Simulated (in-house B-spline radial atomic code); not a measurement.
# Br¹⁵⁺: ionisation energy by several methods

An exercise on one series of results from a longer session: the logs are not shown, and one member is left open.

Program: in-house B-spline radial atomic code version 1. Level of theory: non-relativistic, several functionals, spin-polarised; spherical all-electron atom at the radial basis limit. These are calculated values, not measurements, unless marked.

## The atom as given

- element: bromine (Z = 35)
- charge: +15
- electrons: 20
- configuration: [Ar] 3d2
- nucleus: point

Outer shells as boxes (Hund's rule):

[Ar] 3d2
```
[Ar] core
3d [↑ ][↑ ][  ][  ][  ]
```

Where spins are not typed, each open shell is filled with up spins first.

Set-up of the first run:

Settings of the run:

```ini
Z = 35
electrons = 20.0
configuration = [Ar] 3d2
hamiltonian = nr
method = pbesol
spin_polarised = True
```

Steps of the session up to this table: PBEsol; BP86; revTPSS; OLYP.

One table of the session follows, with a row left open; its other results are not shown here.

```
 method  ΔSCF (eV)
 PBEsol     530.68
   BP86          ?
   OLYP     532.34
revTPSS     530.16
```

Estimate the missing values for BP86.

As computed: ΔSCF (eV): 530.87. In the column «ΔSCF (eV)» it lies between PBEsol (530.68) and OLYP (532.34).

Members of this set that are not shown: 3 used exact exchange with fractional occupations of an open shell, which is unsound here.

To keep in mind: These runs leave out relativity, which matters at this nuclear charge.
